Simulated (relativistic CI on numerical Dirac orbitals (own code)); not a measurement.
# I⁺: one ion under different settings

How much do the settings matter for I⁺? One ion, several inputs.

Method: Dirac-Coulomb-Breit CI, KLI orbitals optimised for each configuration, model QED (radiative potential, 1s self-energy scaled to tabulated hydrogen-like ionisation energies), numerical settings as typed. Code: relativistic CI on numerical Dirac orbitals (own code) version 3.

## Step 1: Starting point

```
ion            : I⁺ (I II)
nuclear charge : 53
electrons      : 52
isotope        : A = 127
```

## Step 2: Usual settings

Settings, as recorded:

```ini
atom I  Z=53  charge=1  electrons=52
nucleus A=127  rms_radius_fm=4.7500
hamiltonian dirac-coulomb  breit=on  qed=on  c_scale=1
orbitals kli  potential=per-configuration
slater_scale 1
correlation none
mixing on
grid step=0.0125 r_max=100.6
scf mixing=0.4 start=green max_iterations=150 tolerance=2e-08 node_fill=0.05
configurations
  [Kr] 4d10 5s2 5p4
  [Kr] 4d10 5s2 5p3 5d
end
```

Started as:

```console
python run_levels.py task.json out
```

The settings of every run stand in task.json; they run in order.

## Step 3: Grid step 0.03, potential mixing 0.2, QED terms off

Settings, as recorded:

```ini
atom I  Z=53  charge=1  electrons=52
nucleus A=127  rms_radius_fm=4.7500
hamiltonian dirac-coulomb  breit=on  qed=off  c_scale=1
orbitals kli  potential=per-configuration
slater_scale 1
correlation none
mixing on
grid step=0.03 r_max=100.6
scf mixing=0.2 start=green max_iterations=150 tolerance=2e-08 node_fill=0.05
configurations
  [Kr] 4d10 5s2 5p4
  [Kr] 4d10 5s2 5p3 5d
end
```

## Step 4: End of the grid 70.42, iteration limit 30

Settings, as recorded:

```ini
atom I  Z=53  charge=1  electrons=52
nucleus A=127  rms_radius_fm=4.7500
hamiltonian dirac-coulomb  breit=on  qed=on  c_scale=1
orbitals kli  potential=per-configuration
slater_scale 1
correlation none
mixing on
grid step=0.0125 r_max=70.42
scf mixing=0.4 start=green max_iterations=30 tolerance=2e-08 node_fill=0.05
configurations
  [Kr] 4d10 5s2 5p4
  [Kr] 4d10 5s2 5p3 5d
end
```

## Step 5: Node fill 0.5, tolerance 1e-05

The settings differ from step 4 so:

```diff
@@ -7,4 +7,4 @@
 mixing on
-grid step=0.0125 r_max=70.42
-scf mixing=0.4 start=green max_iterations=30 tolerance=2e-08 node_fill=0.05
+grid step=0.0125 r_max=100.6
+scf mixing=0.4 start=green max_iterations=150 tolerance=1e-05 node_fill=0.5
 configurations
```

## Step 6: End of the grid 50.3

The settings differ from step 5 so:

```diff
@@ -7,4 +7,4 @@
 mixing on
-grid step=0.0125 r_max=100.6
-scf mixing=0.4 start=green max_iterations=150 tolerance=1e-05 node_fill=0.5
+grid step=0.0125 r_max=50.3
+scf mixing=0.4 start=green max_iterations=150 tolerance=2e-08 node_fill=0.05
 configurations
```

(Steps that only read results are left out.)

Before running it: what results should come out? Wanted: lowest level, usual settings; total energy; first excitation.

**Answer**, as computed:

| setting | total energy less usual (Ha) | largest shift of a level among the lowest eight of both runs, same label and place (cm⁻¹) | SCF iterations | time | lowest level | kind of change |
| --- | --- | --- | --- | --- | --- | --- |
| usual | 0 | 0 | 23 | 0.2 s | 5p4 3P2 | - |
| grid step 0.03, potential mixing 0.2, QED terms off | -3.6 | 17.3 | 26 | 0.083 s | 5p4 3P2 | model term |
| end of the grid 70.42, iteration limit 30 | 0 | 0 | 23 | 0.2 s | 5p4 3P2 | numerical |
| node fill 0.5, tolerance 1e-05 | 0.0524 | 598 | 18 | 0.2 s | 5p4 3P2 | numerical |
| end of the grid 50.3 | 0 | 0 | 23 | 0.21 s | 5p4 3P2 | numerical |

```
                    quantity          value
lowest level, usual settings        5p4 3P2
                total energy  -7106.4238 Ha
            first excitation    6966.0 cm⁻¹
```

Among the runs whose levels can be followed, they move most under «node fill 0.5, tolerance 1e-05» (numerical), by up to 598 cm⁻¹. No visible change in the result comes from «end of the grid 70.42, iteration limit 30» or «end of the grid 50.3». Only the listed configurations are in the model. In a near-neutral ion this small CI can misplace whole configurations by 10,000 cm⁻¹ or more.
